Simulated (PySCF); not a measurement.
# C4H6ClN3: the cost of one run

Computed with PySCF 2.14.0 and routines of our own; the level stands in each step. Atoms count from 0.

### 1 The system as given

14 atoms, charge 0, multiplicity 1; geometry from: GFN2-xTB.

### 2 Magnetic properties: GIAO B97-2/pcSseg-1

The job: settings as JSON, then the geometry in Å.

```
{"job": {"kind": "mag", "xc": "B97-2", "basis": "pcSseg-1", "isotopologues": 2}, "charge": 0, "multiplicity": 1}
C     -1.917453     0.051258     0.134417
C     -0.650940    -0.672680    -0.103845
N     -0.525955    -1.938003    -0.382987
N      0.778732    -2.221474    -0.525941
C      1.433883    -1.118295    -0.329501
Cl     3.112060    -0.922324    -0.390151
N      0.585338    -0.081263    -0.052136
C      0.908819     1.290362     0.210555
H     -2.738170    -0.654194     0.056743
H     -1.920782     0.499707     1.127231
H     -2.051819     0.843042    -0.601810
H      0.389045     1.629175     1.107486
H      1.984162     1.374493     0.359164
H      0.612401     1.919723    -0.631392
```

Method: GIAO B97-2/pcSseg-1 magnetisability, rotational g tensor and spin-rotation constants, non-relativistic, gas phase.

The run is started by

```sh
$ OMP_NUM_THREADS=1 python excited_run.py task.json out
```

This one command runs all jobs of the session in turn.

Q: Estimate the wall time and peak memory of this first job on 1 thread of Arm Neoverse V1, shared host.

About 32 s, with a peak of 0.86 GiB.
